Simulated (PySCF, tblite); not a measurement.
# C7H10N radical: geometry, infrared bands and EPR parameters

Aim: predict the infrared bands and EPR parameters of C7H10N radical (`CC#C[C@@H]1C[CH]N1C`).

The runs use tblite 0.8.0 and PySCF 2.14.0, with density-fitted response routines of our own; the level of theory stands in each step. All values are computed, except where a source is named. Atoms are numbered from 0 throughout.

## 1. Starting geometry

18 atoms, charge 0, multiplicity 2; geometry from: force field or distance geometry start.

Bonds of the start (Å): C0–C1 1.48, C1–C2 1.19, C2–C3 1.46, C3–C4 1.54, C4–C5 1.46, C5–N6 1.46, N6–C7 1.45, N6–C3 1.48, C0–H8 1.09, C0–H9 1.09, C0–H10 1.09, C3–H11 1.10, C4–H12 1.10, C4–H13 1.10, C5–H14 1.08, C7–H15 1.10, C7–H16 1.10, C7–H17 1.10.

## 2. Optimising the geometry with GFN2-xTB

The job: settings as JSON, then the geometry in Å.

```
{"job": {"kind": "relax", "xc": "GFN2-xTB", "basis": "xTB"}, "charge": 0, "multiplicity": 2}
C      3.633900    -0.011500     0.224500
C      2.192600    -0.035400    -0.098700
C      1.031100    -0.066800    -0.333800
C     -0.394100    -0.087600    -0.648500
C     -1.036700     1.257000    -1.046100
C     -1.991600     1.094000     0.052200
N     -1.197800    -0.010000     0.586500
C     -1.991200    -1.213500     0.784300
H      4.218600     0.240000    -0.660900
H      3.960100    -0.983000     0.597100
H      3.834600     0.736200     0.994900
H     -0.665600    -0.913100    -1.325200
H     -0.414700     2.152500    -0.936000
H     -1.498500     1.260500    -2.045600
H     -3.062800     1.230200     0.068000
H     -2.603500    -1.482100    -0.085000
H     -2.675400    -1.087200     1.633800
H     -1.347900    -2.073800     1.013400
```

Started as:

```sh
> OMP_NUM_THREADS=1 python probes_run.py task.json out
```

This one command runs all jobs of the session in turn.

Log:

```text
step      E/eV     max force
  0    -621.56806    2.866
  1    -621.63593    5.549
  2    -621.81029    1.051
  3    -621.85925    0.510
  4    -621.88961    0.462
  5    -621.90759    0.503
  6    -621.92099    0.447
  7    -621.93777    0.369
  8    -621.95100    0.335
  9    -621.95988    0.269
 10    -621.96505    0.232
 11    -621.96928    0.193
 12    -621.97450    0.185
 13    -621.98143    0.271
 14    -621.98803    0.231
 15    -621.99147    0.138
 16    -621.99322    0.109
 17    -621.99463    0.083
 18    -621.99551    0.081
 19    -621.99627    0.079
 20    -621.99701    0.067
 21    -621.99771    0.068
 22    -621.99841    0.074
 23    -621.99916    0.075
 24    -621.99994    0.081
 25    -622.00065    0.063
 26    -622.00116    0.048
 27    -622.00154    0.055
 28    -622.00198    0.060
 29    -622.00252    0.064
 30    -622.00313    0.072
 31    -622.00371    0.061
 32    -622.00421    0.048
 33    -622.00470    0.064
 34    -622.00524    0.071
 35    -622.00575    0.057
 36    -622.00618    0.046
 37    -622.00657    0.042
 38    -622.00697    0.059
 39    -622.00740    0.063
 40    -622.00771    0.046
 41    -622.00789    0.028
 42    -622.00800    0.026
 43    -622.00810    0.030
 44    -622.00819    0.023
 45    -622.00827    0.023
 46    -622.00833    0.021
 47    -622.00840    0.021
 48    -622.00849    0.028
 49    -622.00858    0.031
 50    -622.00867    0.029
 51    -622.00874    0.024
 52    -622.00884    0.026
 53    -622.00897    0.028
 54    -622.00913    0.028
 55    -622.00928    0.024
 56    -622.00938    0.022
 57    -622.00943    0.018
 58    -622.00949    0.017
 59    -622.00955    0.018
 60    -622.00963    0.022
 61    -622.00971    0.024
 62    -622.00980    0.020
 63    -622.00991    0.020
 64    -622.01004    0.026
 65    -622.01017    0.030
 66    -622.01027    0.030
 67    -622.01033    0.025
 68    -622.01037    0.018
 69    -622.01042    0.017
 70    -622.01047    0.020
 71    -622.01050    0.013
 72    -622.01052    0.009
```

It took 0.65 s on 1 thread of Arm Neoverse N1, shared host.

Along the way: (not every step is listed)

| step | energy from step 0 (eV) | largest force (eV/Å) |
| --- | --- | --- |
| 0 | 0.0000 | 2.8662 |
| 1 | -0.0679 | 5.5487 |
| 2 | -0.2422 | 1.0515 |
| 3 | -0.2912 | 0.5100 |
| 4 | -0.3216 | 0.4625 |
| 5 | -0.3395 | 0.5028 |
| 6 | -0.3529 | 0.4475 |
| 7 | -0.3697 | 0.3687 |
| 8 | -0.3829 | 0.3351 |
| 13 | -0.4134 | 0.2708 |
| 18 | -0.4275 | 0.0814 |
| 23 | -0.4311 | 0.0751 |
| 28 | -0.4339 | 0.0603 |
| 33 | -0.4366 | 0.0644 |
| 38 | -0.4389 | 0.0588 |
| 43 | -0.4400 | 0.0299 |
| 48 | -0.4404 | 0.0276 |
| 53 | -0.4409 | 0.0282 |
| 58 | -0.4414 | 0.0171 |
| 63 | -0.4419 | 0.0203 |
| 67 | -0.4423 | 0.0251 |
| 68 | -0.4423 | 0.0183 |
| 69 | -0.4424 | 0.0173 |
| 70 | -0.4424 | 0.0195 |
| 71 | -0.4424 | 0.0130 |
| 72 | -0.4425 | 0.0091 |

Distances of close pairs at the start and the end, largest changes first:

| bond | before (Å) | after (Å) | change (Å) |
| --- | --- | --- | --- |
| C5–N6 | 1.461 | 1.394 | -0.067 |
| C4–C5 | 1.464 | 1.500 | +0.035 |
| C0–C1 | 1.477 | 1.446 | -0.031 |
| N6–C7 | 1.455 | 1.430 | -0.025 |
| C2–C3 | 1.460 | 1.445 | -0.014 |
| C1–C2 | 1.185 | 1.199 | +0.014 |
| C7–H16 | 1.098 | 1.090 | -0.008 |
| C3–N6 | 1.476 | 1.468 | -0.007 |

The end geometry stands in the next job.

## 3. Vibrational analysis with GFN2-xTB

The job: settings as JSON, then the geometry in Å.

```
{"job": {"kind": "ir", "xc": "GFN2-xTB", "basis": "xTB"}, "charge": 0, "multiplicity": 2}
C      3.545029    -0.048092     0.268209
C      2.145923    -0.041930    -0.097598
C      0.989704    -0.052191    -0.416272
C     -0.412979    -0.022000    -0.764131
C     -1.029135     1.357103    -1.105754
C     -1.944826     1.103698     0.054563
N     -1.325226    -0.100644     0.383397
C     -1.938454    -1.304223     0.852752
H      4.158285     0.196085    -0.598898
H      3.829883    -1.033369     0.636513
H      3.728797     0.688526     1.049772
H     -0.626932    -0.787363    -1.524283
H     -0.342472     2.197133    -0.990702
H     -1.494667     1.413911    -2.093936
H     -2.995584     1.300092     0.162365
H     -2.528190    -1.810990     0.072271
H     -2.601783    -1.059329     1.681822
H     -1.166130    -1.990100     1.204924
```

Log:

```text
mode    cm-1     km/mol
  1     -30.1      0.02
  2      75.6      1.72
  3      94.1      1.78
  4     144.2      0.66
  5     161.7      2.06
  6     239.5      1.91
  7     255.5      1.58
  8     287.6      1.18
  9     304.0      1.04
 10     433.0      1.76
 11     477.4     17.48
 12     480.8     17.77
 13     668.8      1.91
 14     755.0      8.63
 15     932.5      9.82
 16     947.1     12.18
 17     984.5      5.54
 18    1022.3     13.77
 19    1024.1      8.31
 20    1032.2      5.51
 21    1053.6      0.31
 22    1066.2      4.64
 23    1098.5      7.38
 24    1154.9      3.93
 25    1186.3      2.12
 26    1199.7     13.52
 27    1216.5     17.08
 28    1243.6      7.69
 29    1303.2      7.31
 30    1389.1      4.25
 31    1390.7     12.11
 32    1417.1      9.01
 33    1455.5      5.28
 34    1456.6      5.07
 35    1460.4      1.25
 36    1471.6      6.80
 37    1485.7      2.52
 38    2406.0     17.80
 39    2837.3     57.24
 40    2844.6     86.95
 41    2907.3     77.54
 42    2966.4     47.28
 43    2990.5     30.33
 44    3002.9     25.68
 45    3004.0     25.14
 46    3011.4     31.63
 47    3014.3     25.43
 48    3097.1     90.13
```

Run time: 0.84 s. Hardware: 1 thread of Arm Neoverse N1, shared host.

Which atoms move in the most intense modes:

| cm⁻¹ | km/mol | atoms |
| --- | --- | --- |
| 2837 | 57.2 | H15 85 % |
| 2845 | 87.0 | H11 84 % |
| 2907 | 77.5 | H13 84 % |
| 2966 | 47.3 | H12 87 % |
| 2990 | 30.3 | H17 93 % |
| 3003 | 25.7 | H9 55 %, H8 36 % |
| 3011 | 31.6 | H10 46 %, H8 26 %, H9 25 % |
| 3097 | 90.1 | H14 92 % |

## 4. g tensor and hyperfine couplings: B3LYP/pcH-1

The job, as its differences from that of step 3:

```diff
@@ -1,2 +1,2 @@
-{"job": {"kind": "ir", "xc": "GFN2-xTB", "basis": "xTB"}, "charge": 0, "multiplicity": 2}
+{"job": {"kind": "epr", "basis": "pcH-1"}, "charge": 0, "multiplicity": 2}
 C      3.545029    -0.048092     0.268209
```

With the program's defaults for keys left out, this is: UKS B3LYP, pcH-1 on C H N, non-relativistic, mean-field spin-orbit, GIAO.

Log:

```text
UKS, coarse grid
  cycle   1  E = -327.32498543  |g| = 3.33e-01
  cycle   2  E = -327.32740499  |g| = 3.32e-01
  cycle   3  E = -327.38453800  |g| = 3.44e-02
  cycle   4  E = -327.38488012  |g| = 2.41e-02
  cycle   5  E = -327.38512603  |g| = 9.26e-03
  cycle   6  E = -327.38515696  |g| = 5.62e-03
  cycle   7  E = -327.38517368  |g| = 1.30e-03
  cycle   8  E = -327.38517534  |g| = 9.35e-04
UKS, final grid
  cycle   1  E = -327.38517440  |g| = 1.68e-03
  cycle   2  E = -327.38517135  |g| = 3.15e-03
  cycle   3  E = -327.38517551  |g| = 3.55e-04
  cycle   4  E = -327.38517557  |g| = 6.00e-05
  cycle   5  E = -327.38517557  |g| = 2.65e-05
E = -327.38517557 Eh   <S^2> = 0.7537 (exact 0.7500)
g shifts (ppm)      1          2          3
  rmc          -175       -175       -175
  gc             13         31         28
  oz_so         -81        750       1218
  total        -243        607       1072
hyperfine (MHz)  atom isotope    a_iso     a_fc   dipolar eigenvalues
    0   13C       0.07       0.07     -0.12     -0.11      0.23
    1   13C      -0.73      -0.73     -0.55     -0.12      0.68
    2   13C       0.10       0.10     -0.75     -0.49      1.24
    3   13C      15.15      15.15     -2.06     -1.44      3.50
    4   13C     -13.92     -13.92     -2.86     -0.95      3.81
    5   13C     178.33     178.33    -65.49    -64.57    130.06
    6   14N      35.72      35.72    -12.69    -11.94     24.63
    7   13C      18.59      18.59     -2.90     -1.38      4.28
    8    1H      -0.24      -0.24     -0.34     -0.33      0.66
    9    1H      -0.01      -0.01     -0.36     -0.36      0.72
   10    1H      -0.19      -0.19     -0.44     -0.42      0.86
   11    1H      16.94      16.94     -3.13     -2.51      5.64
   12    1H      61.90      61.90     -4.65     -4.40      9.06
   13    1H      68.01      68.01     -4.03     -2.63      6.66
   14    1H     -20.38     -20.38    -31.20     -0.24     31.43
   15    1H      32.99      32.99     -2.96     -2.62      5.58
   16    1H       6.73       6.73     -3.39     -3.30      6.69
   17    1H       0.50       0.50     -3.73     -2.71      6.44
```

Run time: 2.1 min. Hardware: 1 thread of Arm Neoverse N1, shared host; peak memory 0.97 GiB.

Principal g values 2.00208, 2.00293, 2.00339; g(iso) = 2.00280, against 2.00232 for a free electron.

Hyperfine couplings; where a row names several nuclei, a(iso) is their mean (it holds for fast rotation or exchange) and the dipolar term the largest among them:

| nuclei | isotope | a(iso) (MHz) | a(iso) (G, at g = 2.0023) | largest dipolar term (MHz) |
| --- | --- | --- | --- | --- |
| C5 | 13C | 178.3 | 63.6 | 130.1 |
| H13 | 1H | 68.0 | 24.3 | 6.7 |
| H12 | 1H | 61.9 | 22.1 | 9.1 |
| N6 | 14N | 35.7 | 12.7 | 24.6 |
| H14 | 1H | -20.4 | -7.3 | 31.4 |
| C7 | 13C | 18.6 | 6.6 | 4.3 |
| H11 | 1H | 16.9 | 6.0 | 5.6 |
| C3 | 13C | 15.1 | 5.4 | 3.5 |
| C4 | 13C | -13.9 | -5.0 | 3.8 |
| H15, H16, H17 | 1H | 13.4 | 4.8 | 6.7 |
| C1 | 13C | -0.7 | -0.3 | 0.7 |
| H8, H9, H10 | 1H | -0.1 | -0.1 | 0.9 |
| C2 | 13C | 0.1 | 0.0 | 1.2 |
| C0 | 13C | 0.1 | 0.0 | 0.2 |

Mulliken spin populations:

C0 0.00; C1 0.00; C2 0.00; C3 -0.01; C4 -0.05; C5 0.81; N6 0.17; C7 -0.01; H8 0.00; H9 0.00; H10 0.00; H11 0.02; H12 0.02; H13 0.03; H14 -0.02; H15 0.04; H16 0.00; H17 0.00

In first order the couplings over 0.8 MHz of 1H, 14N give 191 distinct lines over 99.5 G, if the averaged nuclei exchange fast.

The fields below are evaluated on a grid from the run's orbitals.

ELF in a plane through or near 8 of the atoms.

Values, 10 rows by 14 columns:
```
0.00 0.00 0.00 0.00 0.00 0.00 0.00 0.00 0.00 0.00 0.00 0.00 0.00 0.00
0.00 0.00 0.00 0.00 0.00 0.00 0.00 0.01 0.16 0.01 0.00 0.00 0.00 0.00
0.00 0.00 0.01 0.09 0.00 0.00 0.00 0.93 0.99 0.17 0.03 0.00 0.00 0.00
0.00 0.00 0.90 0.99 0.04 0.14 0.07 0.12 0.94 0.34 0.31 0.01 0.00 0.00
0.00 0.01 0.31 0.84 0.72 0.77 0.67 0.17 0.64 0.39 0.07 0.00 0.00 0.00
0.00 0.06 0.97 0.92 0.74 0.68 0.14 0.31 0.48 0.39 0.14 0.02 0.00 0.00
0.00 0.01 0.84 0.46 0.19 0.61 0.21 0.70 0.33 0.38 0.27 0.03 0.00 0.00
0.00 0.00 0.00 0.00 0.00 0.02 0.04 0.80 0.81 0.45 0.01 0.00 0.00 0.00
0.00 0.00 0.00 0.00 0.00 0.00 0.04 0.19 0.15 0.14 0.00 0.00 0.00 0.00
0.00 0.00 0.00 0.00 0.00 0.00 0.00 0.00 0.00 0.00 0.00 0.00 0.00 0.00
```
The map spans 13.5 Å across and 9.9 Å up, centred on the molecule. Atoms in the plane (x, y in Å): C0 (-3.5, 0.3), C1 (-2.1, 0.0), C2 (-1.0, -0.2), C4 (1.0, -1.7), C7 (2.0, 1.6), H8 (-4.2, -0.4), H9 (-3.8, 1.3), H17 (1.2, 2.4).

On the surface of density 0.002 e/bohr³ the electrostatic potential runs, from the 1st to the 99th percentile, from -1.40 V near N6 to 0.77 V near H8.

The spin density lies nearest to C5 55 %; N6 20 %; H14 10 %.

## 5. Outcome

| quantity | value |
| --- | --- |
| strongest single infrared mode (GFN2-xTB) | 3097 cm⁻¹, 90 km/mol |
| zero-point energy (GFN2-xTB) | 92.1 kcal/mol |
| g(iso) (B3LYP) | 2.00280 |
| ⟨S²⟩ | 0.754 (exact 0.75) |
| largest a(iso) (averaged by class) | 13C on C5, 178.3 MHz |
| surface potential, 1st and 99th percentile | -1.40 V and 0.77 V |

What this shows: The optimisation took 72 steps and gained 0.442 eV; among the close pairs (by a distance rule), C5–N6 changed most, from 1.461 to 1.394 Å. The lowest mode is imaginary (30i cm⁻¹), so the xTB geometry is not a minimum. The strongest single mode, at 3097 cm⁻¹, moves mainly H14. Unscaled tight-binding wavenumbers are off by several per cent, some by more. Its intensities can rank the bands wrongly. Most of the unpaired spin sits on C5 (0.81 e). The isotropic g lies 0.5 ppt above the free-electron value.
